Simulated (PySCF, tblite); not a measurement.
# C10H11BBrN: excited states

Aim: compute the excited states of C10H11BBrN (`CB(C)c1cc(Br)n2ccccc12`).

Programs: tblite 0.8.0 and PySCF 2.14.0, with routines of our own; each step states its level. All values are computed. Atoms count from 0.

## Step 1: The system as given

24 atoms, charge 0, multiplicity 1; geometry from: force field or distance geometry start.

## Step 2: Relaxing the molecule with GFN2-xTB

Job settings and geometry (Å):

```
{"job": {"kind": "relax", "xc": "GFN2-xTB", "basis": "xTB"}, "charge": 0, "multiplicity": 1}
C     -2.270900    -1.561800     0.064800
B     -1.928700    -0.042600    -0.264300
C     -3.154200     0.956900    -0.286000
C     -0.523300     0.572700     0.041300
C     -0.268200     1.824600     0.514300
C      1.094300     1.959000     0.639000
Br     2.073400     3.479800     1.230700
N      1.704100     0.806400     0.280000
C      3.010400     0.431400     0.233100
C      3.353600    -0.846700    -0.188200
C      2.384800    -1.758100    -0.575100
C      1.061900    -1.336000    -0.509000
C      0.713600    -0.056800    -0.077800
H     -3.262300    -1.583400     0.549700
H     -1.529800    -2.018900     0.735900
H     -2.262000    -2.108700    -0.883000
H     -3.928200     0.658400     0.474500
H     -2.771600     1.959900    -0.052200
H     -3.669600     0.885600    -1.257000
H     -0.948200     2.624700     0.747100
H      3.793900     1.142200     0.532300
H      4.392700    -1.153500    -0.232900
H      2.607000    -2.745700    -0.895300
H      0.315800    -2.069400    -0.814300
```

Command:

```
$ OMP_NUM_THREADS=1 python excited_run.py task.json out
```

The driver reads the jobs from task.json and runs them one after another.

The log of the run:

```text
step      E/eV     max force
  0    -958.91204    2.754
  1    -959.14421    1.203
  2    -959.21975    0.864
  3    -959.28536    0.530
  4    -959.31860    0.469
  5    -959.34074    0.380
  6    -959.35702    0.283
  7    -959.37071    0.372
  8    -959.38249    0.312
  9    -959.39089    0.200
 10    -959.39773    0.198
 11    -959.40394    0.290
 12    -959.40964    0.284
 13    -959.41434    0.164
 14    -959.41800    0.124
 15    -959.42128    0.150
 16    -959.42413    0.166
 17    -959.42597    0.090
 18    -959.42700    0.088
 19    -959.42766    0.071
 20    -959.42818    0.081
 21    -959.42861    0.054
 22    -959.42900    0.058
 23    -959.42943    0.054
 24    -959.42993    0.069
 25    -959.43044    0.062
 26    -959.43086    0.047
 27    -959.43123    0.042
 28    -959.43158    0.046
 29    -959.43195    0.048
 30    -959.43236    0.048
 31    -959.43286    0.050
 32    -959.43345    0.060
 33    -959.43403    0.070
 34    -959.43452    0.063
 35    -959.43490    0.043
 36    -959.43525    0.040
 37    -959.43555    0.041
 38    -959.43577    0.031
 39    -959.43593    0.027
 40    -959.43610    0.037
 41    -959.43631    0.040
 42    -959.43653    0.031
 43    -959.43674    0.029
 44    -959.43690    0.029
 45    -959.43704    0.027
 46    -959.43718    0.031
 47    -959.43732    0.027
 48    -959.43750    0.033
 49    -959.43775    0.041
 50    -959.43810    0.045
 51    -959.43852    0.049
 52    -959.43895    0.045
 53    -959.43931    0.046
 54    -959.43964    0.044
 55    -959.44000    0.049
 56    -959.44041    0.054
 57    -959.44083    0.046
 58    -959.44122    0.047
 59    -959.44153    0.033
 60    -959.44174    0.033
 61    -959.44191    0.026
 62    -959.44203    0.019
 63    -959.44212    0.019
 64    -959.44219    0.020
 65    -959.44228    0.024
 66    -959.44239    0.028
 67    -959.44257    0.033
 68    -959.44288    0.033
 69    -959.44309    0.038
 70    -959.44332    0.035
 71    -959.44350    0.036
 72    -959.44369    0.034
 73    -959.44391    0.043
 74    -959.44418    0.045
 75    -959.44444    0.038
 76    -959.44465    0.029
 77    -959.44478    0.024
 78    -959.44488    0.021
 79    -959.44495    0.023
 80    -959.44502    0.020
 81    -959.44511    0.020
 82    -959.44522    0.026
 83    -959.44539    0.035
 84    -959.44558    0.028
 85    -959.44576    0.031
 86    -959.44596    0.032
 87    -959.44621    0.036
 88    -959.44652    0.041
 89    -959.44681    0.034
 90    -959.44707    0.037
 91    -959.44735    0.043
 92    -959.44752    0.075
 93    -959.44793    0.053
 94    -959.44821    0.030
 95    -959.44845    0.026
 96    -959.44861    0.029
 97    -959.44882    0.035
 98    -959.44906    0.034
 99    -959.44928    0.039
100    -959.44952    0.043
101    -959.44989    0.043
102    -959.45029    0.044
103    -959.45061    0.038
104    -959.45082    0.052
105    -959.45097    0.039
106    -959.45119    0.031
107    -959.45153    0.045
108    -959.45176    0.036
109    -959.45210    0.032
110    -959.45241    0.039
111    -959.45275    0.033
112    -959.45302    0.042
113    -959.45334    0.044
114    -959.45359    0.035
115    -959.45388    0.040
116    -959.45402    0.036
117    -959.45422    0.025
118    -959.45434    0.024
119    -959.45444    0.016
120    -959.45452    0.019
121    -959.45458    0.014
122    -959.45464    0.012
123    -959.45467    0.013
124    -959.45469    0.013
125    -959.45474    0.012
126    -959.45478    0.013
127    -959.45484    0.015
128    -959.45490    0.019
129    -959.45497    0.018
130    -959.45506    0.016
131    -959.45515    0.018
132    -959.45523    0.017
133    -959.45528    0.015
134    -959.45532    0.015
135    -959.45537    0.018
136    -959.45544    0.017
137    -959.45552    0.016
138    -959.45559    0.016
139    -959.45566    0.015
140    -959.45572    0.014
141    -959.45577    0.012
142    -959.45581    0.012
143    -959.45584    0.013
144    -959.45587    0.011
145    -959.45589    0.008
```

It took 1.9 s on 1 thread of Arm Neoverse V1, shared host; peak memory 0.18 GiB.

Relaxation path: (not every step is listed)

```
step  energy from step 0 (eV)  largest force (eV/Å)
   0                   0.0000                2.7544
   1                  -0.2322                1.2030
   2                  -0.3077                0.8638
   3                  -0.3733                0.5299
   4                  -0.4066                0.4688
   5                  -0.4287                0.3802
   6                  -0.4450                0.2834
   7                  -0.4587                0.3724
   8                  -0.4704                0.3116
  21                  -0.5166                0.0544
  34                  -0.5225                0.0631
  47                  -0.5253                0.0269
  60                  -0.5297                0.0326
  73                  -0.5319                0.0426
  86                  -0.5339                0.0320
  99                  -0.5372                0.0387
 112                  -0.5410                0.0420
 125                  -0.5427                0.0117
 138                  -0.5435                0.0155
 140                  -0.5437                0.0145
 141                  -0.5437                0.0124
 142                  -0.5438                0.0121
 143                  -0.5438                0.0135
 144                  -0.5438                0.0107
 145                  -0.5438                0.0083
```

Distances of close pairs at the start and the end, largest changes first:

```
   bond  before (Å)  after (Å)  change (Å)
  C3–C4       1.362      1.416      +0.054
 C2–H16       1.125      1.091      -0.034
 N7–C12       1.362      1.395      +0.033
  C8–C9       1.389      1.358      -0.031
  B1–C3       1.564      1.538      -0.026
 C9–C10       1.385      1.411      +0.026
C10–C11       1.390      1.367      -0.024
 C8–H20       1.099      1.080      -0.020
```

The next job starts from the end point, and lists it.

## Step 3: Vibrational analysis with GFN2-xTB

Job settings and geometry (Å):

```
{"job": {"kind": "ir", "xc": "GFN2-xTB", "basis": "xTB"}, "charge": 0, "multiplicity": 1}
C     -2.280198    -1.566983    -0.225081
B     -1.977157    -0.020203    -0.075826
C     -3.192104     0.993551    -0.064931
C     -0.548878     0.521799     0.102263
C     -0.233634     1.851844     0.471838
C      1.127243     1.972720     0.563895
Br     2.160347     3.480128     1.026660
N      1.711146     0.781318     0.262062
C      3.024185     0.444800     0.218049
C      3.386564    -0.819337    -0.121372
C      2.396025    -1.775084    -0.433499
C      1.074311    -1.430892    -0.387273
C      0.694379    -0.129038    -0.025414
H     -3.334428    -1.799711    -0.093146
H     -1.718139    -2.175830     0.480396
H     -2.007609    -1.908703    -1.223877
H     -3.496470     1.171615     0.967550
H     -2.958217     1.966305    -0.491054
H     -4.068821     0.606570    -0.579709
H     -0.934680     2.638738     0.667212
H      3.735463     1.219982     0.460092
H      4.429969    -1.085644    -0.154858
H      2.693591    -2.774679    -0.707846
H      0.305377    -2.143501    -0.628575
```

The log of the run:

```text
mode    cm-1     km/mol
  1      31.5      0.59
  2      73.7      0.91
  3      80.5      0.08
  4     107.5      0.42
  5     122.3      0.47
  6     158.9      0.52
  7     173.5      1.36
  8     202.7      0.28
  9     246.7      1.46
 10     269.5      0.52
 11     284.4      0.18
 12     337.1      3.37
 13     379.5      0.13
 14     403.7      6.29
 15     485.4      1.91
 16     513.7      5.31
 17     521.6      0.06
 18     559.4      1.47
 19     589.9      0.08
 20     667.4      2.36
 21     689.9      0.55
 22     712.8     10.92
 23     763.2     21.77
 24     765.8      5.32
 25     820.4     16.11
 26     836.1      9.37
 27     853.0      0.28
 28     871.7      0.51
 29     877.4    136.17
 30     889.8      0.95
 31     899.7      3.79
 32     911.9      0.22
 33     974.6     27.10
 34    1068.4      6.84
 35    1085.0     10.20
 36    1126.3     87.50
 37    1150.0     33.95
 38    1158.1     11.31
 39    1189.3    170.67
 40    1225.9      2.90
 41    1275.6     46.51
 42    1322.4     60.85
 43    1347.8     59.84
 44    1383.8     33.87
 45    1389.1    156.77
 46    1391.7     32.93
 47    1441.3     14.30
 48    1462.7     18.03
 49    1487.0    114.28
 50    1490.3      5.99
 51    1499.5      1.39
 52    1506.1      0.89
 53    1511.6      1.55
 54    1523.3     26.48
 55    1615.6      3.38
 56    2991.2     13.59
 57    2997.0     43.08
 58    3020.4     29.23
 59    3028.9     29.61
 60    3035.8     37.94
 61    3036.6     62.44
 62    3093.2      7.49
 63    3101.2     21.01
 64    3119.9     23.02
 65    3142.3      5.76
 66    3175.4      8.65
```

It took 1.7 s on 1 thread of Arm Neoverse V1, shared host; peak memory 0.18 GiB.

Which atoms move in the most intense modes:

```
cm⁻¹  km/mol                         atoms
 877   136.2   B1 27 %, H15 17 %, H16 16 %
1126    87.5                       B1 58 %
1189   170.7             B1 31 %, H22 13 %
1322    60.9   N7 27 %, C12 24 %, H20 20 %
1348    59.8     C5 15 %, C3 15 %, N7 10 %
1389   156.8                       C3 24 %
1487   114.3     C4 19 %, C9 18 %, C5 11 %
3037    62.4  H13 48 %, H18 31 %, H17 11 %
```

## Step 4: Excited states: TDA wB97X-D/def2-SVP

Settings changed since step 3:

```diff
@@ -1,2 +1,2 @@
-{"job": {"kind": "ir", "xc": "GFN2-xTB", "basis": "xTB"}, "charge": 0, "multiplicity": 1}
+{"job": {"kind": "states", "xc": "wB97X-D", "basis": "def2-SVP", "tda": true, "soc": true, "nstates": 8, "ntriplets": 5, "nquad": 4}, "charge": 0, "multiplicity": 1}
 C     -2.280198    -1.566983    -0.225081
```

With the program's defaults for keys left out, this is: TDA wB97X-D/def2-SVP excited states, vertical, gas phase, spin-orbit mean-field couplings.

The log of the run:

```text
coarse grid: 96624 points
cycle   1  E = -3040.5948880019  dE =  1.904e+00  |g| = 6.106e-01  |ddm| = 5.753e+00
cycle   2  E = -3040.5717206257  dE =  2.317e-02  |g| = 7.400e-01  |ddm| = 1.588e+00
cycle   3  E = -3040.7029614420  dE = -1.312e-01  |g| = 8.820e-02  |ddm| = 9.043e-01
cycle   4  E = -3040.7047860677  dE = -1.825e-03  |g| = 4.455e-02  |ddm| = 1.439e-01
cycle   5  E = -3040.7052999704  dE = -5.139e-04  |g| = 8.581e-03  |ddm| = 5.970e-02
cycle   6  E = -3040.7053254971  dE = -2.553e-05  |g| = 3.235e-03  |ddm| = 1.658e-02
cycle   7  E = -3040.7053322427  dE = -6.746e-06  |g| = 1.332e-03  |ddm| = 8.580e-03
final grid: 206448 points
cycle   8  E = -3040.7043401276  dE = -2.779e-06  |g| = 1.422e-03  |ddm| = 7.616e-03
cycle   9  E = -3040.7043402885  dE = -1.609e-07  |g| = 1.539e-03  |ddm| = 3.481e-03
cycle  10  E = -3040.7043408785  dE = -5.900e-07  |g| = 1.969e-04  |ddm| = 1.804e-03
cycle  11  E = -3040.7043409139  dE = -3.533e-08  |g| = 1.523e-04  |ddm| = 5.166e-04
cycle  12  E = -3040.7043409296  dE = -1.575e-08  |g| = 5.460e-05  |ddm| = 4.652e-04
cycle  13  E = -3040.7043409315  dE = -1.858e-09  |g| = 2.052e-05  |ddm| = 1.347e-04
cycle  14  E = -3040.7043409318  dE = -3.238e-10  |g| = 7.321e-06  |ddm| = 6.642e-05
converged SCF energy = -3040.7043409318

Singlet excitations
state   eV       nm        f     d(h-e)  d(exc)  Lambda  PR(NTO)  |dmu|/D   mu/D   main configurations
  1   4.1995   295.2   0.16815   1.240   3.431   0.706   1.138    3.144    1.369   H->L 0.78, H->L+1 0.13
  2   4.7298   262.1   0.20732   0.681   3.400   0.677   1.524    2.133    3.315   H->L+1 0.62, H-1->L 0.19, H->L 0.14
  3   5.2525   236.0   0.00159   1.693   3.346   0.578   1.028    5.248    6.172   H->L+3 0.67, H->L+2 0.21
  4   5.5090   225.1   0.06576   0.826   3.496   0.666   2.019    2.442    3.700   H-1->L 0.38, H->L+2 0.26, H->L+1 0.17
  5   6.1435   201.8   0.26066   0.808   3.399   0.595   1.544                     H-1->L+1 0.48, H-2->L 0.12, H-1->L 0.11
  6   6.3030   196.7   0.09401   0.760   3.226   0.428   1.228                     H-2->L 0.40, H-2->L+1 0.16, H-1->L+1 0.14
  7   6.4785   191.4   0.78977   0.595   3.356   0.655   2.357                     H->L+2 0.34, H-1->L+1 0.20, H-1->L 0.20
  8   6.5523   189.2   0.00685   0.823   3.105   0.353   1.056                     H-5->L 0.34, H-3->L 0.29, H-5->L+1 0.13

Triplet excitations (Tamm-Dancoff)
state   eV     d(h-e)  d(exc)  Lambda  PR(NTO)   main configurations
  1   2.9055   0.533   3.153   0.710   1.081   H->L 0.89
  2   3.7261   0.575   3.150   0.667   1.145   H->L+1 0.85
  3   4.3389   0.561   3.094   0.691   1.299   H-1->L 0.68, H->L+2 0.10
  4   4.5914   0.548   3.183   0.678   1.769   H->L+2 0.58, H-1->L 0.19
  5   4.6886   1.452   3.174   0.555   1.030   H->L+3 0.75, H-1->L+3 0.10
S1 - T1 = 1.2940 eV

Spin-orbit couplings |<S|Hso|T>| (cm-1)
             T1       T2       T3       T4       T5
S0        4.577    6.926   22.712   83.188  549.683
S1        0.343    0.458    1.236    5.979   22.476
S2        1.797    1.206    2.334    7.721   15.025
S3       33.821   34.323   47.674  112.053   24.372
S4        3.190    2.764    6.891   19.436   41.337
S5        8.350    4.671    8.949    5.291   15.011
S6       14.562    6.502   16.351    1.655    6.633
S7        5.644    2.794    6.926   11.603   62.090
S8       33.221   14.420   35.615    1.758    7.376
T1 sublevels (cm-1): 0.000 0.047 0.050   radiative rates (1/s): 4.69 0.233 8.8
```

Run time: 2.9 min. Hardware: 1 thread of Arm Neoverse V1, shared host; peak memory 1.4 GiB.

Key values:

```
  quantity    value
S1 less T1  1.29 eV
```

Orbitals, density, ELF and potential are computed afterwards from the orbital file.

Frontier orbitals at wB97X-D/def2-SVP, with the share of their density that lies nearest to each atom:

```
orbital  energy (eV)                                                  lies on
   HOMO        -7.39  C3, C5 about 20 % each; C8, C10 about 9 % each; Br6 9 %
   LUMO         0.46            C8, C10, C11 about 14 % each; B1 13 %; N7 9 %
```

ELF in a plane through or near 18 of the atoms.

Ten even steps from ' ' (0.00) to '@' (1.00):
```
                                                        
                    ..::..                              
                ::==**##**--                            
            ::==##--::##%%++                            
            --##%%==##::**..  ::%%--                    
              --%%**==##==..==@@@@%%                    
          ::--..  ::++--::%%==@@@@++  ::..              
        --@@@@@@**..**##==##::----  ..****==..          
          ::%%%%::%%..==::::**++++::**::::**--..        
            --**::****@@--%%..**@@::##%%--%%%%##        
      %%@@@@**..++    **::--++++****..++::**%%##        
      @@@@@@%%..%%==++++%%++    ++@@@@==                
      ==%%**::==::--%%::##@@::  ==....%%@@%%            
            ..%%@@%%--==@@@@==  ++##**%%@@@@::          
            **@@@@@@..  %%@@..  ..==::::++==            
            ..##@@++                                    
                                                        
                                                        
                                                        
                                                        
```
The map spans 14.2 Å across and 12.7 Å up, centred on the molecule. Atoms in the plane (x, y in Å): C0 (2.2, -1.7), B1 (2.0, -0.2), C2 (3.3, 0.7), C3 (0.6, 0.5), C4 (0.4, 1.9), C5 (-1.0, 2.1), Br6 (-1.9, 3.8), N7 (-1.7, 0.9), C8 (-3.0, 0.7), C9 (-3.4, -0.6), C10 (-2.5, -1.7), C11 (-1.2, -1.4), C12 (-0.7, -0.1), H19 (1.1, 2.7), H20 (-3.6, 1.5), H21 (-4.5, -0.8), H22 (-2.9, -2.7), H23 (-0.4, -2.2).

log10 of the density (e/Å³) in the same plane.

Ten even steps from ' ' (-4.0) to '@' (2.5):
```
                  ......                                
              ..::------::::                            
            ::----======----..                          
          ..--==++******++==::::....                    
          ..--==++##@@**++==------::....                
        ..::--==++******++++++++++==--::::::..          
        ::--========++************==--------::..        
      ..::==++**++++********##**++====++++++--::..      
      ..::==++**##**####++++****++++++******==--::      
    ..::--==++**##************##**++********++==::      
    ..--++++**##**++++**##**++++++##**++++====--::      
    ::--++********++++****++====++****++==----::..      
    ..::--====++**%%**##**++====++**##**++==::..        
      ..::::==++****++++**++====++++++++++==::..        
        ..::--==++++==--====----========----..          
          ..::------::::::::....::::::::....            
            ..........            ....                  
                                                        
                                                        
                                                        
```
The map spans 14.2 Å across and 12.7 Å up, centred on the molecule. Atoms in the plane (x, y in Å): C0 (2.2, -1.7), B1 (2.0, -0.2), C2 (3.3, 0.7), C3 (0.6, 0.5), C4 (0.4, 1.9), C5 (-1.0, 2.1), Br6 (-1.9, 3.8), N7 (-1.7, 0.9), C8 (-3.0, 0.7), C9 (-3.4, -0.6), C10 (-2.5, -1.7), C11 (-1.2, -1.4), C12 (-0.7, -0.1), H19 (1.1, 2.7), H20 (-3.6, 1.5), H21 (-4.5, -0.8), H22 (-2.9, -2.7), H23 (-0.4, -2.2).

On the surface of density 0.002 e/bohr³ the electrostatic potential runs, from the 1st to the 99th percentile, from -0.68 V near C3 to 1.10 V near H20.

## Step 5: Results

| quantity | value |
| --- | --- |
| strongest single infrared mode (GFN2-xTB) | 1189 cm⁻¹, 171 km/mol |
| zero-point energy (GFN2-xTB) | 115.0 kcal/mol |
| S1 less T1 (step 4, TDA wB97X-D/def2-SVP) | 1.29 eV |
| potential on the surface of density 0.002 e/bohr³, 1st and 99th percentile | -0.68 V and 1.10 V |

In words: All 66 modes are real, so the xTB geometry is a minimum. The strongest single mode, at 1189 cm⁻¹, is spread over many atoms; the largest shares are those of B1, H22. GFN2-xTB is a fitted tight-binding method: band positions and strengths are rough. Its intensities can rank the bands wrongly. Scalar relativity is left out for the heavy atoms. In step 4, the number of triplets below S1 is 2, and the largest singlet-triplet spin-orbit coupling is S0–T5, 549.68 cm⁻¹.
